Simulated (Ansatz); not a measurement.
# C₄H₅FSi: a ladder of functionals and wavefunction methods

How much do the methods differ for C₄H₅FSi? The plan is to run it at one geometry with functionals of several rungs and with coupled cluster. The yardstick is the atomisation energy at the CCSD(T) limit.

Program: Ansatz 0.2.0, Gaussian basis. Level of theory: functionals in def2-TZVPP, the program's frozen cores in correlated methods. These are calculated values, not measurements.

Levels to be run: LDA (SPW92), PBE-D4, revPBE-D4, BLYP-D4, r2SCAN-D4, B97M-V, PBE0-D4, B3LYP-D4, r2SCANh-D4, r2SCAN0-D4, HSE06-D4, BHLYP-D4, CAM-B3LYP-D4, LC-ωPBE, ωB97X-V, ωB97M-V, B2PLYP, PBE-QIDH; CCSD(T)/def2-SVP; CCSD(T)/def2-TZVPP; MP2/def2-QZVPP; extrapolation to the limit; RPA on PBE.

### 1 The relaxed structure

The geometry comes from an earlier relaxation with PBE0-D4 in a triple-zeta def2 set; it is a stationary point, not always the lowest conformer.

11 atoms, charge 0, spin multiplicity 1.

Atoms are counted from 1 here; the program's logs count them from 0.

Bond lengths: C1–C2 1.484 Å, C1–H7 1.092 Å, C1–H8 1.095 Å, C1–H9 1.092 Å, C2–C3 1.314 Å, C2–Si5 1.922 Å, C3–C4 1.346 Å, C3–Si5 1.889 Å, C4–Si5 1.850 Å, C4–H10 1.082 Å, Si5–F6 1.587 Å, Si5–H11 1.469 Å. Angles: C2–C1–H7 111.7°, C2–C1–H8 110.1°, C2–C1–H9 111.4°, H7–C1–H8 107.9°, H7–C1–H9 108.6°, H8–C1–H9 107.0°, C1–C2–C3 134.6°, C1–C2–Si5 134.4°, C3–C2–Si5 68.5°, C2–C3–C4 138.5°, C2–C3–Si5 71.2°, C4–C3–Si5 67.4°, C3–C4–Si5 70.5°, C3–C4–H10 124.7°, Si5–C4–H10 132.7°, C2–Si5–C3 40.3°, C2–Si5–C4 82.5°, C2–Si5–F6 109.3° and more.

### 2 LDA

This LDA is Slater exchange with PW92 correlation.

Contents of in.yaml:

```yaml
crystal:
  periodic: [false, false, false]
  atoms:
    - {symbol: C, position_ang: [0.830785, -0.926144, 1.388883]}
    - {symbol: C, position_ang: [0.536391, -0.367042, 0.046275]}
    - {symbol: C, position_ang: [0.665602, 0.817476, -0.508376]}
    - {symbol: C, position_ang: [-0.077903, 1.683233, -1.222210]}
    - {symbol: Si, position_ang: [-1.068895, 0.162058, -0.868207]}
    - {symbol: F, position_ang: [-2.270619, 0.215275, 0.167595]}
    - {symbol: H, position_ang: [1.560462, -0.318374, 1.928756]}
    - {symbol: H, position_ang: [-0.084826, -0.965652, 1.988191]}
    - {symbol: H, position_ang: [1.211198, -1.947117, 1.320018]}
    - {symbol: H, position_ang: [0.239432, 2.155223, -2.143193]}
    - {symbol: H, position_ang: [-1.476326, -0.565737, -2.077030]}
basis:
  gaussian: {orbitals: def2-TZVPP}
hamiltonian: {xc: lda}
output: {orbitals: {seedname: orbitals}}
```

Launch:

```console
$ ansatz run in.yaml --threads 4 --pin off --events-out ev --progress --plain --max-ram 10444MiB
```

Further steps of the session: PBE-D4 (GGA); revPBE-D4 (GGA); BLYP-D4 (GGA); r2SCAN-D4 (meta-GGA); B97M-V (meta-GGA); B3LYP-D4 (hybrid); r2SCANh-D4 (hybrid); r2SCAN0-D4 (hybrid); HSE06-D4 (hybrid); BHLYP-D4 (hybrid); CAM-B3LYP-D4 (range-separated); LC-ωPBE (range-separated); ωB97X-V (range-separated); ωB97M-V (range-separated); B2PLYP (double hybrid); PBE-QIDH (double hybrid); CCSD(T) in def2-SVP; CCSD(T) in def2-TZVPP; MP2 in def2-QZVPP; RPA on PBE orbitals.

Before running them: what should the planned runs give, taken together? Wanted: atomisation energy, CCSD(T)/CBS; farthest beyond LDA; mean size of error, GGA; mean size of error, meta-GGA; mean size of error, hybrid; mean size of error, range-separated; mean size of error, double hybrid; gap, smallest and largest; T1 diagnostic.

The runs gave:

| quantity | value |
| --- | --- |
| atomisation energy, CCSD(T)/CBS | 1092.3 kcal/mol |
| functionals within 5.5 kcal/mol (0.5 %) | BLYP-D4, B3LYP-D4, r2SCANh-D4, CAM-B3LYP-D4, LC-ωPBE, ωB97X-V, ωB97M-V, PBE-QIDH |
| farthest beyond LDA | BHLYP-D4 (-39.8 kcal/mol) |
| mean size of error, GGA | 15.2 kcal/mol |
| mean size of error, meta-GGA | 10.7 kcal/mol |
| mean size of error, hybrid | 13.1 kcal/mol |
| mean size of error, range-separated | 1.4 kcal/mol |
| mean size of error, double hybrid | 5.5 kcal/mol |
| gap, smallest and largest | 2.30 eV (LDA (SPW92)), 9.10 eV (LC-ωPBE) |
| T1 diagnostic | 0.0144 |
| triples share of the correlation energy | 4.5 % |

In words: LDA overbinds by 175.5 kcal/mol (16 %). PBE-D4 is off by +37.4 kcal/mol. Double hybrids carry the basis error of their MP2 part in triple zeta, and no dispersion term here, so their miss is partly the set-up's. Taken by rung, range-separated functionals do best (1.4 kcal/mol on average) and GGA ones worst beyond LDA (15.2 kcal/mol). The reference freezes the cores and leaves out relativity and excitations past (T), so misses under about 5.5 kcal/mol can't be ranked. Hartree-Fock recovers 72 % of the binding; the rest is correlation. CCSD(T) in def2-SVP is off by -61.3 kcal/mol, worse than the median functional, from the basis alone. The gap grows from 2.3 to 9.1 eV across the functionals, mostly with the share of exact exchange.
